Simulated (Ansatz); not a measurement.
A nudged elastic band was laid between two geometries of a periodic cell of 17 atoms, CuSi₁₆ (host Si, host structure diamond, interstitial Cu), cell charge +1.

The calculation used Ansatz, DFT PBE, scalar-relativistic, plane waves, PAW. Settings: PAW set soft_1, cutoff 420 eV, k mesh 2x2x2, gaussian smearing 0.05 eV, no spin polarisation.

| Quantity | Value |
| --- | --- |
| movable images | 5 |
| climbing image | yes |
| spring | 5.0 eV/Å² |
| optimiser | quadratic models (default) |
| start path | IDPP |
| force threshold | 0.03 eV/Å |
| iteration limit | 46 |
| end points | relaxed |

First end point:

```xyz
17
Lattice="0.0000 5.4300 5.4300 5.4300 0.0000 5.4300 5.4300 5.4300 0.0000" Properties=species:S:1:pos:R:3
Si -0.009 -0.041 0.048
Si 1.324 1.357 1.356
Si 2.646 2.662 -0.063
Si 3.980 4.023 1.271
Si 2.682 0.062 2.766
Si 4.014 1.435 4.122
Si 5.389 2.773 2.675
Si 6.756 4.081 4.044
Si 0.063 2.712 2.783
Si 1.457 3.989 4.177
Si 2.757 5.392 2.710
Si 4.065 6.789 4.045
Si 2.892 2.821 5.609
Si 4.206 4.229 6.925
Si 5.476 5.491 5.399
Si 6.832 6.865 6.728
Cu 5.778 5.738 8.495
```

Last end point:

```xyz
17
Lattice="0.0000 5.4300 5.4300 5.4300 0.0000 5.4300 5.4300 5.4300 0.0000" Properties=species:S:1:pos:R:3
Si 0.061 0.047 -0.063
Si 1.385 1.353 1.352
Si 2.719 2.751 0.044
Si 4.155 4.118 1.273
Si 2.647 0.000 2.781
Si 4.076 1.354 4.043
Si 5.385 2.753 2.709
Si 6.682 4.155 4.176
Si 0.031 2.652 2.763
Si 1.385 4.064 4.044
Si 2.753 5.374 2.677
Si 4.129 6.710 4.120
Si 2.666 2.653 5.398
Si 3.938 3.916 6.920
Si 5.253 5.326 5.608
Si 6.739 6.711 6.731
Cu 7.808 7.854 8.483
```

(1) What changes between the two ends?

(2) What energy profile does the band end with?

(3) What is the geometry of the highest image?

Results:

(1) Contacts lost: Si1–Cu17, Si6–Cu17, Si10–Cu17. Contacts made: Si3–Cu17, Si8–Cu17, Si12–Cu17. The atom that moves furthest is Cu17, by 2.93 Å.

(2) It converged. The highest image is number 5 of 0 to 6, 0.047 eV above the ends, which have the same energy within 2 meV. The profile has 3 maxima (images 1, 3, 5) with wells between them (images 2, 4): this band takes more than one step, which may be the mechanism or a detour left from its start path. By the program's own check the climbing image is of a kind that is not told: the force calls were inconclusive, a negative curvature could not be distinguished from the path's own, the only one lies far off the path, or fixed occupations may fill a level only in part (lowest curvatures found: -0.50 and 0.83 eV/Å²). Limits of this set-up: coarse k mesh, charged cell in a uniform background, uncorrected.

| image | path coordinate (Å) | energy (eV) | Si1–Cu17 (Å) | Si6–Cu17 (Å) | Si10–Cu17 (Å) |
| --- | --- | --- | --- | --- | --- |
| 0 | 0.00 | 0.000 | 2.46 | 2.34 | 2.35 |
| 1 | 0.66 | 0.046 | 2.33 | 2.37 | 2.37 |
| 2 | 1.33 | 0.000 | 2.35 | 2.47 | 2.54 |
| 3 | 1.99 | 0.005 | 2.45 | 2.61 | 2.97 |
| 4 | 2.66 | 0.000 | 2.66 | 3.10 | 3.04 |
| 5 | 3.32 | 0.047 | 3.30 | 3.51 | 3.51 |
| 6 | 3.99 | 0.000 | 4.05 | 4.01 | 4.04 |

(3) 
```xyz
17
Lattice="0.0000 5.4300 5.4300 5.4300 0.0000 5.4300 5.4300 5.4300 0.0000" Properties=species:S:1:pos:R:3:forces:R:3
Si 0.123 0.123 -0.120 0.00 0.00 0.00
Si 1.393 1.393 1.384 0.00 0.00 0.00
Si 2.748 2.747 0.059 0.00 0.00 0.00
Si 4.186 4.185 1.185 0.00 0.00 0.00
Si 2.664 -0.008 2.765 0.00 0.00 0.00
Si 4.056 1.384 4.015 0.00 0.00 0.00
Si 5.332 2.786 2.664 0.00 0.00 0.00
Si 6.692 4.145 4.116 0.00 0.00 0.00
Si -0.008 2.664 2.765 0.00 0.00 0.00
Si 1.384 4.056 4.015 0.00 0.00 0.00
Si 2.786 5.332 2.664 0.00 0.00 0.00
Si 4.145 6.692 4.116 0.00 0.00 0.00
Si 2.655 2.655 5.397 0.00 0.00 0.00
Si 3.925 3.925 6.900 0.00 0.00 0.00
Si 5.293 5.293 5.596 0.00 0.00 0.00
Si 6.731 6.731 6.722 0.00 0.00 0.00
Cu 7.453 7.452 8.822 0.00 0.00 0.00
```

Time of the run: 12 min on 1 thread of Arm Neoverse V1, with other jobs on the host, peak memory 0.94 GiB.
